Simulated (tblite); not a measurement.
# C2H6FOSi: the cost of one run

Computed with tblite 0.8.0 and PySCF 2.14.0; each step states its level. No surroundings beyond the atoms listed, unless a continuum is named. Atoms count from 0, parts from 1.

## 1. Starting point

11 atoms, charge 0, multiplicity 2; geometry: distance geometry start.

## 2. Geometry optimisation with GFN2-xTB

Job settings and geometry (Å):

```
{"job": {"kind": "relax", "xc": "GFN2-xTB", "basis": "xTB"}, "charge": 0, "multiplicity": 2}
C     -1.294209     0.264615    -0.227270
C     -0.188444    -0.757543    -0.177012
Si     1.370128     0.139896     0.349674
F     -1.423140     0.807769     1.050293
O     -0.983521     1.262448    -1.148224
H     -2.293218    -0.134946    -0.507800
H     -0.047980    -1.220136    -1.182195
H     -0.455380    -1.549542     0.526686
H      1.013954     1.030062     1.402302
H      2.400832    -0.806791     0.684323
H      1.873724     0.959617    -0.811164
```

Method: GFN2-xTB geometry optimisation, gas phase.

On the command line:

```
OMP_NUM_THREADS=1 python cluster_run.py task.json out
```

This one command runs all jobs of the session in turn.

Q: Estimate the wall time of this first job on 1 thread of Intel Xeon at 2.50GHz, shared host.

About 4.7 s.
